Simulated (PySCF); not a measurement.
# A diatomic session: RuH

The task here is to estimate one member of a computed series from the others.

The runs use PySCF 2.14.0; H def2-TZVPPD, Ru def2-TZVPPD with ECP28, scalar-relativistic core potentials.

Set-up of the first run:

The job is set up so:

| Item | Value |
| --- | --- |
| atoms | H, Ru |
| charge | 0 |
| basis | H def2-TZVPPD, Ru def2-TZVPPD with ECP28 |
| Hamiltonian | scalar-relativistic core potentials |
| basis functions | 73 |
| electrons treated | 17 |
| masses in u | 1.0078, 101.9043 |
| levels | PBE0, PBE, r²SCAN, r²SCAN0, M06-2X, B2PLYP, MN15, LDA, HSE06, HF, MP2, SCS-MP2, CCSD, CCSD(T) |
| grid | 80 radial by 434 angular points |
| occupations | held fixed by the projection of orbital angular momentum |
| dissociation limit | H + Ru, each in its ground configuration |
| starting distance in angstrom | 1.515 |
| values of 2S to try | 1, 3, 5, 7 |

On the command line:

```console
$ OMP_NUM_THREADS=1 python dia.py task.json out
```

Steps of the session up to this table: Set-up; PBE0 along the bond; Excited determinants; PBE (GGA); r²SCAN; r²SCAN0 (hybrid meta-GGA); M06-2X (hybrid meta-GGA); B2PLYP; MN15; LDA; HSE06; ROHF (mean field); MP2 and coupled cluster.

One table of the session follows, with a row left open; its other results are not shown here.

It belongs to the step «The curves together». Energy (eV) from each level's lowest point:

| R (Å) | ROHF | ROHF-MP2 | ROHF-SCS-MP2 | ROHF-CCSD | ROHF-CCSD(T) |
| --- | --- | --- | --- | --- | --- |
| 1.356 | 0.762 | 0.351 | 0.407 | n/a | n/a |
| 1.419 | 0.430 | 0.126 | 0.162 | 0.236 | 0.225 |
| 1.482 | 0.211 | 0.020 | 0.036 | 0.078 | 0.071 |
| 1.530 | 0.105 | 0.000 | 0.000 | 0.019 | 0.015 |
| 1.577 | ? | ? | ? | ? | ? |
| 1.624 | 0.004 | 0.071 | 0.040 | 0.014 | 0.017 |
| 1.687 | 0.000 | 0.176 | 0.125 | 0.072 | 0.080 |
| 1.766 | 0.046 | 0.350 | 0.275 | 0.192 | 0.205 |
| 1.861 | 0.155 | 0.597 | 0.497 | 0.382 | 0.401 |
| 1.987 | 0.360 | 0.958 | 0.827 | n/a | n/a |

**Question.** Estimate the row for R (Å) = 1.577.

Worked estimate for «ROHF». A straight line through the neighbours (1.530, 0.105) and (1.624, 0.004) gives 0.105 + (0.004 − 0.105) × (1.577 − 1.530) / (1.624 − 1.530) = 0.055; a parabola fitted to 4 rows on both sides gives 0.039.

As computed: ROHF: 0.038; ROHF-MP2: 0.020; ROHF-SCS-MP2: 0.004; ROHF-CCSD: 0.000; ROHF-CCSD(T): 0.000. In «ROHF» the line misses by +0.017 and the parabola by +0.001.
